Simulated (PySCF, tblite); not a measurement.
# C14H12BN: electronic excitations, NMR shifts

Wanted: electronic excitations, NMR shifts for C14H12BN (`B1C=C2C=CC=C3C=CC=CC=C3C2=CN1`).

Computed with tblite 0.8.0 and PySCF 2.14.0 and routines of our own; the level stands in each step. Atoms count from 0.

## (1) The starting structure

28 atoms, charge 0, multiplicity 1; geometry from: force field, distance geometry or constructed start.

## (2) Optimising the geometry with GFN2-xTB

Job settings and geometry (Å):

```
{"job": {"kind": "relax", "xc": "GFN2-xTB", "basis": "xTB"}, "charge": 0, "multiplicity": 1}
B     -3.230500     1.559400     1.797500
C     -3.133500     0.140200     1.176500
C     -1.986800    -0.261000     0.584200
C     -1.985900    -1.605200    -0.029900
C     -0.934500    -2.435800    -0.085800
C      0.427300    -2.158400     0.397700
C      1.077800    -0.990800     0.255700
C      2.486900    -0.911100     0.682600
C      3.453400    -0.391800    -0.074200
C      3.273700     0.110700    -1.449700
C      2.171500     0.674700    -1.961800
C      0.923600     0.963800    -1.227000
C      0.407000     0.222700    -0.229400
C     -0.817300     0.670100     0.451200
C     -0.857100     1.928200     0.969000
N     -2.008700     2.436300     1.656500
H     -4.210200     1.947700     2.344100
H     -3.989300    -0.523600     1.255800
H     -2.938500    -2.010800    -0.347800
H     -1.112500    -3.439400    -0.445600
H      0.987300    -3.016000     0.749100
H      2.763000    -1.383500     1.615800
H      4.470100    -0.454000     0.301500
H      4.150800     0.078100    -2.085800
H      2.239700     1.074100    -2.964900
H      0.351700     1.815800    -1.582400
H      0.012000     2.570800     0.878800
H     -2.003600     3.405000     2.039800
```

Run with:

```bash
OMP_NUM_THREADS=1 python large_run.py task.json out
```

One launch serves the whole session: the jobs run in the order shown.

The program printed:

```text
step      E/eV     max force
  0   -1093.08726    2.545
  1   -1093.40083    1.504
  2   -1093.52808    0.938
  3   -1093.61547    0.656
  4   -1093.66163    0.483
  5   -1093.68097    0.355
  6   -1093.69163    0.244
  7   -1093.69992    0.197
  8   -1093.70590    0.146
  9   -1093.71013    0.141
 10   -1093.71342    0.126
 11   -1093.71654    0.119
 12   -1093.71919    0.091
 13   -1093.72129    0.088
 14   -1093.72328    0.102
 15   -1093.72551    0.115
 16   -1093.72781    0.097
 17   -1093.72991    0.100
 18   -1093.73173    0.087
 19   -1093.73328    0.081
 20   -1093.73452    0.070
 21   -1093.73553    0.068
 22   -1093.73651    0.070
 23   -1093.73754    0.063
 24   -1093.73853    0.066
 25   -1093.73942    0.061
 26   -1093.74023    0.066
 27   -1093.74097    0.072
 28   -1093.74166    0.055
 29   -1093.74238    0.058
 30   -1093.74329    0.073
 31   -1093.74445    0.081
 32   -1093.74572    0.097
 33   -1093.74681    0.073
 34   -1093.74764    0.062
 35   -1093.74831    0.056
 36   -1093.74886    0.047
 37   -1093.74930    0.042
 38   -1093.74970    0.048
 39   -1093.75012    0.053
 40   -1093.75057    0.048
 41   -1093.75101    0.049
 42   -1093.75144    0.049
 43   -1093.75188    0.043
 44   -1093.75238    0.052
 45   -1093.75291    0.051
 46   -1093.75340    0.047
 47   -1093.75378    0.033
 48   -1093.75402    0.029
 49   -1093.75417    0.027
 50   -1093.75430    0.024
 51   -1093.75445    0.027
 52   -1093.75463    0.032
 53   -1093.75481    0.028
 54   -1093.75496    0.023
 55   -1093.75508    0.021
 56   -1093.75520    0.025
 57   -1093.75535    0.025
 58   -1093.75549    0.024
 59   -1093.75560    0.020
```

It took 0.91 s on 1 thread of Arm Neoverse V1, shared host; peak memory 0.18 GiB.

Step by step:

```tsv
step	energy from step 0 (eV)	largest force (eV/Å)
0	0.0000	2.5451
1	-0.3136	1.5035
2	-0.4408	0.9374
3	-0.5282	0.6564
4	-0.5744	0.4824
5	-0.5937	0.3557
6	-0.6044	0.2439
7	-0.6127	0.1977
8	-0.6186	0.1457
12	-0.6319	0.0914
16	-0.6406	0.0972
20	-0.6473	0.0693
25	-0.6522	0.0615
29	-0.6551	0.0583
33	-0.6596	0.0737
37	-0.6620	0.0428
42	-0.6642	0.0497
46	-0.6661	0.0475
50	-0.6670	0.0247
55	-0.6678	0.0217
56	-0.6679	0.0245
57	-0.6681	0.0252
58	-0.6682	0.0241
59	-0.6683	0.0195
```

Close pairs (by a distance rule), those that changed most:

```tsv
bond	before (Å)	after (Å)	change (Å)
B0–N15	1.511	1.417	-0.094
C14–N15	1.434	1.351	-0.083
C2–C13	1.501	1.430	-0.071
C10–C11	1.477	1.431	-0.045
B0–C1	1.552	1.508	-0.044
C8–C9	1.475	1.434	-0.041
C4–C5	1.471	1.434	-0.037
N15–H27	1.042	1.010	-0.031
```

The final coordinates are the input of the step that follows.

## (3) Infrared spectrum with GFN2-xTB

Job settings and geometry (Å):

```
{"job": {"kind": "ir", "xc": "GFN2-xTB", "basis": "xTB"}, "charge": 0, "multiplicity": 1}
B     -3.162174     1.619094     1.704869
C     -3.132600     0.237667     1.101647
C     -1.988242    -0.272961     0.529836
C     -1.997986    -1.643323     0.053413
C     -0.970384    -2.509516     0.038683
C      0.400011    -2.246470     0.370127
C      1.047287    -1.073700     0.221034
C      2.446499    -0.931974     0.605474
C      3.419750    -0.357335    -0.119176
C      3.284620     0.250594    -1.410929
C      2.162321     0.807934    -1.911382
C      0.909162     0.937683    -1.232048
C      0.405149     0.150438    -0.257098
C     -0.829704     0.560568     0.437001
C     -0.852484     1.817341     0.975416
N     -1.937851     2.324129     1.600700
H     -4.073342     2.129865     2.234651
H     -3.992640    -0.421275     1.124140
H     -2.984703    -2.025636    -0.178865
H     -1.190666    -3.542774    -0.203840
H      0.978914    -3.103595     0.692538
H      2.707016    -1.379938     1.558038
H      4.428647    -0.387628     0.275641
H      4.195428     0.322033    -1.991976
H      2.225131     1.302326    -2.873600
H      0.286589     1.756587    -1.572922
H      0.031761     2.441220     0.922084
H     -1.828047     3.255059     1.978003
```

The program printed:

```text
mode    cm-1     km/mol
  1      65.0      0.41
  2      75.1      1.02
  3     102.0      1.62
  4     136.4      0.03
  5     189.4      2.80
  6     226.3      0.12
  7     276.2      1.43
  8     287.4      0.40
  9     303.1      1.39
 10     355.8      3.87
 11     384.2      2.61
 12     403.8      0.15
 13     426.6      0.29
 14     435.5      0.84
 15     483.1      3.40
 16     503.0      0.95
 17     534.5      5.42
 18     556.4      0.47
 19     624.8      3.14
 20     639.4      2.53
 21     649.0      2.26
 22     683.7      4.48
 23     700.5      2.20
 24     735.5     16.74
 25     758.1     14.63
 26     777.3    103.36
 27     783.3     20.95
 28     811.3     12.17
 29     820.6      1.28
 30     840.1      2.70
 31     855.7      8.06
 32     864.8      2.61
 33     870.0      4.52
 34     879.0     16.75
 35     907.1      2.03
 36     915.0      1.43
 37     923.7      0.66
 38     925.3      1.18
 39     955.8      5.24
 40     994.5      5.07
 41    1014.0      7.69
 42    1052.8      0.63
 43    1079.0      0.34
 44    1160.1      8.88
 45    1179.6      3.01
 46    1204.0     11.76
 47    1231.2      3.51
 48    1236.5     10.75
 49    1241.6      1.35
 50    1268.5     11.22
 51    1276.5     12.45
 52    1289.7      4.02
 53    1303.0     14.74
 54    1349.0      3.21
 55    1355.4     37.63
 56    1367.6     19.96
 57    1401.3     26.56
 58    1415.4      6.46
 59    1440.6      3.70
 60    1484.7     62.67
 61    1555.2     47.60
 62    1578.7    152.74
 63    1594.5     65.64
 64    1614.8      7.15
 65    1636.1      2.78
 66    1661.5      8.44
 67    2629.9    312.12
 68    3023.6     10.44
 69    3031.1     14.36
 70    3035.7     14.01
 71    3040.1      8.41
 72    3041.3     30.84
 73    3041.7     17.97
 74    3045.2     23.77
 75    3045.8    159.48
 76    3052.6    119.73
 77    3059.2     82.44
 78    3421.4      0.21
```

Wall time 2.3 s (1 thread of Arm Neoverse V1, shared host); peak memory 0.18 GiB.

Which atoms move in the most intense modes:

```tsv
cm⁻¹	km/mol	atoms
777	103.4	H27 25 %, H16 19 %
1485	62.7	C2 27 %, C1 20 %, C13 15 %, N15 11 %
1579	152.7	C14 23 %, C13 15 %
1594	65.6	C5 18 %, C4 16 %, C14 15 %, C6 14 %
2630	312.1	H16 92 %
3046	159.5	H25 23 %, H20 18 %, H24 15 %, H22 14 %
3053	119.7	H18 44 %, H19 22 %, H20 18 %
3059	82.4	H23 59 %, H24 19 %
```

## (4) Electronic excitations: TDA wB97X-D/6-31G*

Settings changed since step 3:

```diff
@@ -1,2 +1,2 @@
-{"job": {"kind": "ir", "xc": "GFN2-xTB", "basis": "xTB"}, "charge": 0, "multiplicity": 1}
+{"job": {"kind": "uv", "basis": "6-31G*", "grid": 1, "kgrid": 0, "vcut": 1.5, "nstates": 6, "ntriplets": 2, "tda": true, "delta": [], "pop": true, "xc": "wB97X-D"}, "charge": 0, "multiplicity": 1}
 B     -3.162174     1.619094     1.704869
```

With the program's defaults for keys left out, this is: TDA wB97X-D/6-31G*, vertical, gas phase, core orbitals frozen in the response, virtual orbitals cut by energy.

The program printed:

```text
start: PBE on a coarse grid of 23482 points
cycle   1  E = -619.4664010616  dE =  2.540e+00  |g| = 7.721e-01  |ddm| = 5.895e+00
cycle   2  E = -619.2482451127  dE =  2.182e-01  |g| = 1.124e+00  |ddm| = 2.593e+00
cycle   3  E = -619.5860918049  dE = -3.378e-01  |g| = 4.406e-01  |ddm| = 1.996e+00
cycle   4  E = -619.6454421451  dE = -5.935e-02  |g| = 8.196e-02  |ddm| = 5.842e-01
cycle   5  E = -619.6458685524  dE = -4.264e-04  |g| = 7.272e-02  |ddm| = 1.836e-01
cycle   6  E = -619.6472841526  dE = -1.416e-03  |g| = 2.097e-02  |ddm| = 9.661e-02
cycle   7  E = -619.6473761321  dE = -9.198e-05  |g| = 1.041e-02  |ddm| = 2.857e-02
cycle   8  E = -619.6474030154  dE = -2.688e-05  |g| = 2.508e-03  |ddm| = 1.273e-02
final grid: 103101 points
cycle   9  E = -620.0475388959  dE = -1.105e-02  |g| = 4.024e-02  |ddm| = 6.855e-01
cycle  10  E = -620.0484349466  dE = -8.961e-04  |g| = 2.486e-02  |ddm| = 1.407e-01
cycle  11  E = -620.0486471975  dE = -2.123e-04  |g| = 1.251e-02  |ddm| = 4.159e-02
cycle  12  E = -620.0487249306  dE = -7.773e-05  |g| = 5.705e-03  |ddm| = 2.578e-02
cycle  13  E = -620.0487464444  dE = -2.151e-05  |g| = 1.645e-03  |ddm| = 1.123e-02
cycle  14  E = -620.0487484332  dE = -1.989e-06  |g| = 8.760e-04  |ddm| = 4.888e-03
cycle  15  E = -620.0487510953  dE = -2.662e-06  |g| = 2.953e-04  |ddm| = 2.863e-03
cycle  16  E = -620.0487489309  dE =  2.164e-06  |g| = 1.198e-04  |ddm| = 7.635e-04
cycle  17  E = -620.0487491226  dE = -1.918e-07  |g| = 5.631e-05  |ddm| = 3.541e-04
converged SCF energy = -620.0487491226

Static polarisability (au): isotropic 167.971, principal 98.727 159.435 245.751

Singlet excitations
state   eV       nm        f      main configurations
  1   3.4379    360.6   0.01850   H->L 0.71, H->L+1 0.23
  2   3.9177    316.5   0.19946   H->L+1 0.69, H->L 0.18
  3   4.6481    266.7   0.33407   H-1->L 0.78
  4   4.9440    250.8   0.24576   H-1->L+1 0.57, H->L+2 0.25
  5   5.0698    244.6   0.15867   H->L+2 0.52, H-1->L+1 0.25
  6   5.4960    225.6   0.04485   H-1->L+2 0.33, H-2->L+1 0.23, H-2->L 0.13

Triplet excitations (Tamm-Dancoff, eV): 2.3559 2.5640
```

It took 34 s on 1 thread of Arm Neoverse V1, shared host; peak memory 0.64 GiB.

The orbitals next to the gap, with their largest atomic shares:

```tsv
orbital	eV	atoms
HOMO−4	-9.86	C5 16 %, C6 13 %, C2 13 %
HOMO−3	-9.46	C12 19 %, C11 16 %, C8 16 %
HOMO−2	-8.90	C4 16 %, C10 13 %, C7 13 %
HOMO−1	-7.72	C1 23 %, C14 19 %, C13 16 %
HOMO	-6.96	C5 16 %, C3 14 %, C6 10 %
LUMO	0.38	C6 12 %, C3 12 %, C4 12 %
LUMO+1	0.64	C9 17 %, C12 16 %, C7 12 %
LUMO+2	1.71	C2 16 %, C5 13 %, C11 9 %
LUMO+3	2.64	C13 22 %, C14 20 %, B0 18 %
```

With each of the 6 states as a Gaussian band of 0.4 eV half-width at 1/e, the curve within the window shown has maxima at 311 nm (ε 8,900), 256 nm (ε 25,000) L/(mol cm). Beyond the last state computed it falls off for lack of states. The curve at chosen wavelengths:

```csv
nm,ε (L/mol/cm)
214,1383
223,4168
232,9830
241,17608
250,23546
258,24726
267,21616
276,16279
285,11670
294,9312
303,8812
312,8864
321,8467
329,7528
338,6059
347,4536
356,3229
365,2232
374,1522
383,1033
392,699
400,491
409,328
418,215
427,139
436,89
```

Ground-state properties from the same run:

```tsv
property	computed
dipole moment (D)	2.49
polarisability (Å³)	24.89
HOMO–LUMO gap (eV)	7.34
−ε(HOMO) (eV)	6.96
```

## (5) NMR shifts: GIAO PBE0/pcSseg-1

Settings changed since step 4:

```diff
@@ -1,2 +1,2 @@
-{"job": {"kind": "uv", "basis": "6-31G*", "grid": 1, "kgrid": 0, "vcut": 1.5, "nstates": 6, "ntriplets": 2, "tda": true, "delta": [], "pop": true, "xc": "wB97X-D"}, "charge": 0, "multiplicity": 1}
+{"job": {"kind": "nmr", "xc": "PBE0", "basis": "pcSseg-1", "pop": false}, "charge": 0, "multiplicity": 1}
 B     -3.162174     1.619094     1.704869
```

Level: GIAO PBE0/pcSseg-1 NMR shielding, non-relativistic, gas phase.

The program printed:

```text
start: PBE on a coarse grid of 23482 points
cycle   1  E = -619.1279559808  dE =  2.509e+00  |g| = 7.595e-01  |ddm| = 5.712e+00
cycle   2  E = -618.8922715548  dE =  2.357e-01  |g| = 1.146e+00  |ddm| = 2.435e+00
cycle   3  E = -619.2440589815  dE = -3.518e-01  |g| = 4.238e-01  |ddm| = 1.907e+00
cycle   4  E = -619.2974924751  dE = -5.343e-02  |g| = 8.352e-02  |ddm| = 5.489e-01
cycle   5  E = -619.2980926138  dE = -6.001e-04  |g| = 6.957e-02  |ddm| = 1.943e-01
cycle   6  E = -619.2993408810  dE = -1.248e-03  |g| = 2.180e-02  |ddm| = 9.180e-02
cycle   7  E = -619.2994397717  dE = -9.889e-05  |g| = 1.036e-02  |ddm| = 2.764e-02
cycle   8  E = -619.2994666196  dE = -2.685e-05  |g| = 2.399e-03  |ddm| = 1.213e-02
final grid: 219155 points
cycle   9  E = -619.4721753005  dE = -9.602e-03  |g| = 4.391e-02  |ddm| = 5.064e-01
cycle  10  E = -619.4721199957  dE =  5.530e-05  |g| = 4.560e-02  |ddm| = 1.029e-01
cycle  11  E = -619.4726191761  dE = -4.992e-04  |g| = 1.766e-02  |ddm| = 8.169e-02
cycle  12  E = -619.4726987845  dE = -7.961e-05  |g| = 4.163e-03  |ddm| = 2.349e-02
cycle  13  E = -619.4727011686  dE = -2.384e-06  |g| = 1.224e-03  |ddm| = 5.467e-03
cycle  14  E = -619.4727027422  dE = -1.574e-06  |g| = 6.230e-04  |ddm| = 1.984e-03
cycle  15  E = -619.4727029559  dE = -2.137e-07  |g| = 1.605e-04  |ddm| = 8.962e-04
cycle  16  E = -619.4727031344  dE = -1.785e-07  |g| = 6.356e-05  |ddm| = 2.830e-04
converged SCF energy = -619.4727031344

GIAO shielding tensors (ppm)
atom      isotropic    diamagn.    paramagn.     s11        s22        s33       span
  0 B       73.516     197.398    -123.882     30.179     60.327    130.043     99.864
  1 C       47.595     250.030    -202.435    -66.417     34.638    174.566    240.983
  2 C       26.248     254.454    -228.207    -82.313     -3.528    164.585    246.898
  3 C       44.319     253.502    -209.183    -60.443     54.623    138.778    199.221
  4 C       49.932     256.351    -206.419    -61.865     54.848    156.813    218.678
  5 C       54.603     251.568    -196.965    -29.648     45.861    147.597    177.245
  6 C       37.975     257.737    -219.761    -46.295     20.748    139.473    185.768
  7 C       49.066     253.707    -204.641    -31.669     16.664    162.203    193.871
  8 C       49.927     254.354    -204.427    -60.601     53.121    157.261    217.862
  9 C       48.964     254.967    -206.002    -69.695     55.400    161.189    230.884
 10 C       45.740     254.424    -208.684    -74.835     50.779    161.275    236.109
 11 C       52.153     252.239    -200.086    -36.584     48.373    144.670    181.255
 12 C       39.539     257.332    -217.793    -44.238     15.392    147.463    191.700
 13 C       51.925     259.702    -207.777    -35.917     49.331    142.361    178.278
 14 C       46.333     253.613    -207.280    -36.075     39.161    135.912    171.988
 15 N       82.070     319.391    -237.321    -76.212     93.979    228.442    304.654
 16 H       26.370      28.559      -2.189     24.203     27.181     27.725      3.522
 17 H       24.533      30.648      -6.115     21.604     22.964     29.032      7.428
 18 H       24.650      31.677      -7.027     21.478     24.212     28.260      6.783
 19 H       25.133      29.346      -4.213     22.137     25.721     27.540      5.404
 20 H       26.080      32.317      -6.237     22.812     25.564     29.862      7.050
 21 H       25.606      30.977      -5.370     20.720     27.624     28.476      7.756
 22 H       25.224      28.211      -2.987     22.926     24.862     27.884      4.958
 23 H       25.057      27.787      -2.730     22.584     25.052     27.535      4.951
 24 H       24.792      29.437      -4.644     22.117     24.806     27.454      5.337
 25 H       25.784      35.162      -9.378     22.365     24.117     30.870      8.506
 26 H       24.604      35.142     -10.537     19.991     23.866     29.957      9.967
 27 H       23.557      28.411      -4.854     17.908     25.144     27.620      9.712
```

It took 48 s on 1 thread of Arm Neoverse V1, shared host; peak memory 0.74 GiB.

The references, computed at this level on geometries of the same kind, shield at (ppm): 1H TMS 31.72, 13C TMS 186.9, 15N NH3 267.7, 11B BF3·OEt2 100.1. Their shielding less the atom's gives the shift. The references are single molecules in the gas phase, so shifts against H2O, NH3, PH3, H3PO4 or CFCl3 are not on the usual liquid scales and can be off by tens of ppm.

```tsv
atoms	environment	σ (ppm)	δ (ppm)	δ scaled to CDCl3
C2	fully substituted alkene carbon	26.2	160.7	154.9
C6	fully substituted alkene carbon	38.0	148.9	143.5
C12	fully substituted alkene carbon	39.5	147.4	141.9
C3	alkene CH	44.3	142.6	137.3
C10	alkene CH	45.7	141.2	135.9
C14	alkene carbon bearing nitrogen	46.3	140.6	135.3
C1	alkene CH	47.6	139.3	134.1
C9	alkene CH	49.0	138.0	132.7
C7	alkene CH	49.1	137.9	132.6
C8	alkene CH	49.9	137.0	131.8
C4	alkene CH	49.9	137.0	131.8
C13	β carbon of an enol-ether or enamine type C=C	51.9	135.0	129.8
C11	alkene CH	52.2	134.8	129.6
C5	alkene CH	54.6	132.3	127.2
H27	hydrogen on an enamine nitrogen	23.56	8.16	–
H17	hydrogen on an alkene CH	24.53	7.18	6.88
H26	hydrogen on an alkene carbon bearing nitrogen	24.60	7.11	6.81
H18	hydrogen on an alkene CH	24.65	7.07	6.77
H24	hydrogen on an alkene CH	24.79	6.92	6.63
H23	hydrogen on an alkene CH	25.06	6.66	6.38
H19	hydrogen on an alkene CH	25.13	6.58	6.31
H22	hydrogen on an alkene CH	25.22	6.49	6.23
H21	hydrogen on an alkene CH	25.61	6.11	5.87
H25	hydrogen on an alkene CH	25.78	5.93	5.70
H20	hydrogen on an alkene CH	26.08	5.64	5.42
H16	hydrogen on a boron bonded to C, N, in a 6-membered ring	26.37	5.35	–
B0	boron bonded to C, N, H, in a 6-membered ring	73.5	26.6	–
N15	enamine nitrogen	82.1	185.7	–
```

The scaled column applies a straight-line fit of computed shieldings to shifts measured in CDCl3 (root-mean-square error 0.16 ppm for H, 1.9 ppm for C).

Ring of atoms B0, C1, C2, C13, C14, N15: NICS(0) -5.3, NICS(1) -7.5, NICS(1)zz -18.4 ppm (means of both faces).

Ring of atoms C2, C3, C4, C5, C6, C12, C13: NICS(0) 3.2, NICS(1) -1.1, NICS(1)zz 4.7 ppm (means of both faces).

Ring of atoms C6, C7, C8, C9, C10, C11, C12: NICS(0) 1.1, NICS(1) -2.5, NICS(1)zz -1.6 ppm (means of both faces).

## (6) What came out

| quantity | value |
| --- | --- |
| strongest single infrared mode (GFN2-xTB) | 2630 cm⁻¹, 312 km/mol |
| zero-point energy (GFN2-xTB) | 136.0 kcal/mol |
| lowest singlet (wB97X-D/6-31G*) | 3.44 eV (361 nm), f = 0.018 |
| brightest single state of those computed | state 3, 4.65 eV, f = 0.334 |
| lowest triplet | 2.36 eV |
| 13C shifts against TMS (PBE0/pcSseg-1) | 160.7, 148.9, 147.4, 142.6, 141.2, 140.6, 139.3, 138.0, 137.9, 137.0, 137.0, 135.0, 134.8, 132.3 ppm |
| 1H shifts against TMS (PBE0/pcSseg-1) | 8.16, 7.18, 7.11, 7.07, 6.92, 6.66, 6.58, 6.49, 6.11, 5.93, 5.64, 5.35 ppm |
| 11B shifts against BF3·OEt2 (PBE0/pcSseg-1) | 26.6 ppm |
| 15N shifts against NH3 (PBE0/pcSseg-1) | 185.7 ppm |

No mode is imaginary among the 78: a minimum at this level. The strongest single mode, at 2630 cm⁻¹, moves mainly H16. GFN2-xTB is a fitted tight-binding method: band positions and strengths are rough. Its intensities can rank the bands wrongly. The first singlet state (HOMO→LUMO 0.71, HOMO→LUMO+1 0.23) lies at 3.44 eV and is weak; of the 6 states computed, the strongest absorption comes from state 3 at 4.65 eV. The lowest triplet lies 1.08 eV below the lowest singlet. At PBE0/pcSseg-1: The largest span, 305 ppm, is at N15, where the paramagnetic term is -237 ppm. NICS(1)zz of -18 ppm above the planar ring from B0 marks a diatropic (aromatic) ring current.
